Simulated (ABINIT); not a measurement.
TaAs:

```
Ta As
1.0
    -1.72181    1.72181    5.86794
     1.72181   -1.72181    5.86794
     1.72181    1.72181   -5.86794
Ta As
2 2
Direct
  0.49997 0.49997 0.00000
  0.24997 0.74997 0.50000
  0.08263 0.08263 0.00000
  0.83263 0.33263 0.50000
```

The cell is a database's computed one.

Program: ABINIT 10.8.3 (patched build). Alike in all runs: task single point; no spin polarisation; cell as given; smearing fermi-dirac 0.05 eV. Hardware: 1 thread of Arm Neoverse V1, on a shared host.

Problem. Order these runs on this cell by their wall time, lowest first.
A. level PBEsol; potentials or basis JTH PAW PBE v2.0; k mesh 9 × 9 × 9; cutoff (eV) 517; fine-grid cutoff 1034.03 eV; mesh quality not flagged
B. level LDA; potentials or basis JTH PAW LDA v2.0; k mesh 4 × 4 × 4; cutoff (eV) 408; fine-grid cutoff 816.342 eV; mesh quality coarse
C. level LDA; potentials or basis JTH PAW LDA v2.0; k mesh 7 × 7 × 7; cutoff (eV) 408; fine-grid cutoff 816.342 eV; mesh quality not flagged

Solution. B (52 s), C (200 s), A (580 s).

Caveats: some runs use coarse meshes.

Runs at the PBE level aren't shown here.
